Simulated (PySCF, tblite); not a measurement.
**C₅H₅NO₂Si: geometry, infrared bands and NMR shifts**

What infrared bands and NMR shifts should C₅H₅NO₂Si (`N#C/C=C\C(=O)[SiH2]C=O`) show?

Programs: tblite 0.8.0 and PySCF 2.14.0, with density-fitted response routines of our own. Each step states its level of theory. These are calculated values for one molecule in the gas phase, unless marked as measured. Atoms count from 0, in the outputs and in this text.

## 1. The starting structure

14 atoms, charge 0, multiplicity 1; geometry from: force field or distance geometry start.

Bonds of the start (Å): N0–C1 1.17, C1–C2 1.41, C2–C3 1.36, C3–C4 1.48, C4–O5 1.22, C4–Si6 1.89, Si6–C7 1.87, C7–O8 1.23, C2–H9 1.08, C3–H10 1.09, Si6–H11 1.49, Si6–H12 1.49, C7–H13 1.10.

## 2. Geometry optimisation with GFN2-xTB

The job: settings as JSON, then the geometry in Å.

```
{"job": {"kind": "relax", "xc": "GFN2-xTB", "basis": "xTB"}, "charge": 0, "multiplicity": 1}
N      3.980500     0.615800     0.975100
C      3.099100    -0.065300     0.622700
C      2.118200    -1.000600     0.219300
C      0.842700    -0.700000    -0.129100
C      0.256900     0.655800    -0.094900
O      0.854600     1.659300     0.248900
Si    -1.533300     0.887500    -0.658900
C     -2.655900    -0.202800     0.368900
O     -2.411700    -1.407700     0.430400
H      2.428200    -2.033500     0.179300
H      0.184900    -1.523800    -0.421300
H     -1.667500     0.535300    -2.100900
H     -1.991300     2.304000    -0.531400
H     -3.506000     0.275600     0.869600
```

Launch:

```sh
OMP_NUM_THREADS=1 python probes_run.py task.json out
```

The driver reads the jobs from task.json and runs them one after another.

**Question.** This job is followed by: GFN2-xTB harmonic vibrations, gas phase; GIAO PBE0/pcSseg-1 NMR shielding, non-relativistic, gas phase. Predict these results of the whole session: strongest single infrared mode (GFN2-xTB); zero-point energy (GFN2-xTB); ¹³C shifts against TMS (PBE0/pcSseg-1); ¹H shifts against TMS (PBE0/pcSseg-1, means over atoms taken as alike); ¹⁵N shifts against NH3 (PBE0/pcSseg-1); ¹⁷O shifts against H2O (PBE0/pcSseg-1); ²⁹Si shifts against TMS (PBE0/pcSseg-1).

**Answer**, as computed:

| quantity | value |
| --- | --- |
| strongest single infrared mode (GFN2-xTB) | 1696 cm⁻¹, 330 km/mol |
| zero-point energy (GFN2-xTB) | 51.8 kcal/mol |
| ¹³C shifts against TMS (PBE0/pcSseg-1) | 245.3, 226.7, 154.4, 120.4, 108.0 ppm |
| ¹H shifts against TMS (PBE0/pcSseg-1, means over atoms taken as alike) | 12.47, 7.91, 5.34, 4.63 ppm |
| ¹⁵N shifts against NH3 (PBE0/pcSseg-1) | 335.6 ppm |
| ¹⁷O shifts against H2O (PBE0/pcSseg-1) | 939.3, 875.2 ppm |
| ²⁹Si shifts against TMS (PBE0/pcSseg-1) | -71.4 ppm |

What this shows: The optimisation took 138 steps and gained 0.227 eV; among the close pairs (by a distance rule), Si6–C7 changed most, from 1.872 to 1.927 Å. No mode is imaginary among the 36: a minimum at this level. The strongest single mode, at 1696 cm⁻¹, moves mainly C4 and O5. GFN2-xTB is a fitted tight-binding method: band positions and strengths are rough. Its intensities can rank the bands wrongly. At PBE0/pcSseg-1: The largest span, 2084 ppm, is at O8, where the paramagnetic term is -1005 ppm.
